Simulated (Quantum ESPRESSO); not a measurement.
Runs of Quantum ESPRESSO 7.5 on TaAs. Symmetry: I4_1md, No. 109, tetragonal system. Conventional cell: a = 3.444 Å, b = 3.444 Å, c = 11.736 Å, α = 90.00°, β = 90.00°, γ = 90.00°. Ta (site symmetry 2mm) has 6 As at 2.61 to 2.62 Å as nearest neighbours. As (site symmetry 2mm) has 6 Ta at 2.61 to 2.62 Å as nearest neighbours. The cell is a database's computed one.

| task | level | potentials or basis | k mesh | cutoff (eV) | iterations | form of the LDA correlation | k mesh for the Wannier functions | mesh quality | gap on the mesh (eV) | pressure (GPa) | largest force (eV/Å) |
| --- | --- | --- | --- | --- | --- | --- | --- | --- | --- | --- | --- |
| band structure | PBEsol | GBRV 1.5 PBEsol | 11 × 11 × 11 | 762 | - | - | - | not flagged | none | (a) | 0.02 |
| single point | PBE | SSSP 1.3 efficiency PBE | 11 × 11 × 11 | 748 | - | - | - | not flagged | none | 2.7 | 0.02 |
| Wannier functions | LDA | JTH 2.0 LDA | 8 × 8 × 8 | 490 | 0 | PW92 | 7 × 7 × 7 | coarse | none | -7.7 | 0.02 |
| band structure | PBEsol | PseudoDojo 0.4.1 SR PBE standard | 8 × 8 × 8 | 1143 | - | - | - | coarse | none | -3.3 | 0.02 |

Alike in all rows: no spin polarisation; cell as given; smearing fermi-dirac 0.05 eV.

Question: Estimate the missing entries.

Answer: (a) -3.2.

Caveats: the cutoff is low for these files, which shifts pressure and relaxed volume (some runs); the potentials were made for another functional, which shifts forces and pressure (some runs).

A k mesh can miss the band edges, and the runs leave out spin-orbit coupling on As, Ta.

A gap of «none» marks a metal or a gap under the smearing width.

Not every run made on this cell is shown here.
